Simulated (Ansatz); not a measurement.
**CH₅B₂N: small, medium and large basis sets**

The task here is to estimate one member of a computed series from the others.

Program: Ansatz 0.2.0, Gaussian basis. Level of theory: one geometry, several basis sets. These are calculated values, not measurements.

The runs, in order: PBE0-D4/def2-SVP; ωB97M-V/def2-SVP; PBE0-D4/def2-QZVPP; ωB97M-V/def2-QZVPP; the functionals' def2-TZVPP values are taken from earlier runs.

1 further run of the same task is left out (it didn't finish).

## The relaxed structure

An earlier PBE0-D4 in a triple-zeta def2 set relaxation fixed the geometry.

SMILES `BBC=N`, 9 atoms, charge 0, spin multiplicity 1.

Atoms are counted from 1 here; the program's logs count them from 0.

Bond lengths: B1–B2 1.634 Å, B1–H5 1.199 Å, B1–H6 1.199 Å, B2–C3 1.562 Å, B2–H7 1.203 Å, C3–N4 1.274 Å, C3–H8 1.099 Å, N4–H9 1.023 Å. Angles: B2–B1–H5 121.5°, B2–B1–H6 122.2°, H5–B1–H6 116.3°, B1–B2–C3 122.8°, B1–B2–H7 121.0°, C3–B2–H7 116.2°, B2–C3–N4 124.8°, B2–C3–H8 119.1°, N4–C3–H8 116.0°, C3–N4–H9 111.5°.

Coordinates:

```xyz
9

B    -0.6258    1.2572   -0.7024
B     0.5136    0.1075   -0.4773
C     0.2366   -1.2158    0.3058
N     0.1189   -1.3010    1.5712
H    -1.2869    1.2961   -1.7021
H    -0.8522    2.1018    0.1186
H     1.6314    0.2520   -0.8982
H     0.1832   -2.1632   -0.2481
H     0.1697   -0.3806    2.0153
```

The first run:

in.yaml reads:

```yaml
crystal:
  periodic: [false, false, false]
  atoms:
    - {symbol: B, position_ang: [-0.625779, 1.257157, -0.702426]}
    - {symbol: B, position_ang: [0.513595, 0.107466, -0.477299]}
    - {symbol: C, position_ang: [0.236650, -1.215829, 0.305828]}
    - {symbol: N, position_ang: [0.118893, -1.301036, 1.571194]}
    - {symbol: H, position_ang: [-1.286914, 1.296087, -1.702107]}
    - {symbol: H, position_ang: [-0.852214, 2.101777, 0.118634]}
    - {symbol: H, position_ang: [1.631393, 0.251957, -0.898173]}
    - {symbol: H, position_ang: [0.183210, -2.163221, -0.248143]}
    - {symbol: H, position_ang: [0.169665, -0.380558, 2.015293]}
basis:
  gaussian: {orbitals: def2-SVP}
hamiltonian: {xc: pbe0, dispersion: d4}
output: {orbitals: {seedname: orbitals}}
```

Command:

```sh
$ ansatz run in.yaml --threads 2 --pin off --events-out ev --progress --plain --max-ram 4352MiB
```

Among the steps run: PBE0-D4 in def2-SVP; ωB97M-V in def2-SVP; PBE0-D4 in def2-QZVPP; ωB97M-V in def2-QZVPP.

One of the session's tables, all rows but one given; the rest of the session is left out.

| functional | basis | HOMO (eV) | LUMO (eV) |
| --- | --- | --- | --- |
| PBE0-D4 | def2-SVP | -7.17 | -1.99 |
| PBE0-D4 | def2-TZVPP | ? | ? |
| PBE0-D4 | def2-QZVPP | -7.40 | -2.11 |
| ωB97M-V | def2-SVP | -9.47 | 0.08 |
| ωB97M-V | def2-TZVPP | -9.70 | -0.13 |
| ωB97M-V | def2-QZVPP | -9.73 | -0.19 |

Q: Estimate the row for PBE0-D4, def2-TZVPP from the others.

As computed: HOMO (eV): -7.37; LUMO (eV): -2.09. In the column «HOMO (eV)» it lies between PBE0-D4, def2-QZVPP (-7.40) and PBE0-D4, def2-SVP (-7.17).
